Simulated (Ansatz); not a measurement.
**FGeH₂O₂ radical: basis-set convergence**

One table from this session's results is given with a row withheld; the runs are named, their logs left out.

Program: Ansatz 0.2.0, Gaussian basis. Level of theory: one geometry, several basis sets. These are calculated values, not measurements.

Levels to be run: PBE0-D4/def2-SVP; ωB97M-V/def2-SVP; PBE0-D4/def2-QZVPP; ωB97M-V/def2-QZVPP; the functionals' def2-TZVPP values are taken from earlier runs.

### The geometry

All runs share one geometry, relaxed beforehand with PBE0-D4 in a triple-zeta def2 set.

6 atoms, charge 0, spin multiplicity 2.

Atoms are counted from 1 here; the program's logs count them from 0.

Bond lengths: O1–Ge2 1.765 Å, O1–H5 0.962 Å, Ge2–O3 1.765 Å, Ge2–F4 1.751 Å, O3–H6 0.962 Å. Angles: Ge2–O1–H5 112.5°, O1–Ge2–O3 103.2°, O1–Ge2–F4 108.4°, O3–Ge2–F4 108.2°, Ge2–O3–H6 112.4°.

The first run:

The input, in.yaml:

```yaml
crystal:
  periodic: [false, false, false]
  atoms:
    - {symbol: O, position_ang: [-0.639754, 1.341488, -0.464064]}
    - {symbol: Ge, position_ang: [0.211372, -0.204776, -0.465624]}
    - {symbol: O, position_ang: [1.220457, -0.112458, 0.979163]}
    - {symbol: F, position_ang: [-0.962196, -1.482700, -0.231541]}
    - {symbol: H, position_ang: [-1.362661, 1.364180, -1.098200]}
    - {symbol: H, position_ang: [1.574882, -0.969634, 1.234066]}
basis:
  gaussian: {orbitals: def2-SVP}
magnetization: {spin_polarized: true, initial_magnetization: 1}
hamiltonian: {xc: pbe0, dispersion: d4}
output: {orbitals: {seedname: orbitals}}
```

Launch:

```sh
$ ansatz run in.yaml --threads 2 --pin off --events-out ev --progress --plain --max-ram 22528MiB --backend cpu
```

Among the steps run: PBE0-D4 in def2-SVP; ωB97M-V in def2-SVP; PBE0-D4 in def2-QZVPP; ωB97M-V in def2-QZVPP.

One of the session's tables, all rows but one given; the rest of the session is left out.

It belongs to the step «Functionals by basis». 

| functional | basis | HOMO (eV) | LUMO (eV) |
| --- | --- | --- | --- |
| PBE0-D4 | def2-SVP | ? | ? |
| PBE0-D4 | def2-TZVPP | -7.15 | -3.62 |
| PBE0-D4 | def2-QZVPP | -7.22 | -3.71 |
| ωB97M-V | def2-SVP | -9.03 | -1.55 |
| ωB97M-V | def2-TZVPP | -9.25 | -1.76 |
| ωB97M-V | def2-QZVPP | -9.33 | -1.91 |

Estimate the missing values for PBE0-D4, def2-SVP.

As computed: HOMO (eV): -6.95; LUMO (eV): -3.47. In the column «HOMO (eV)» it is the highest.
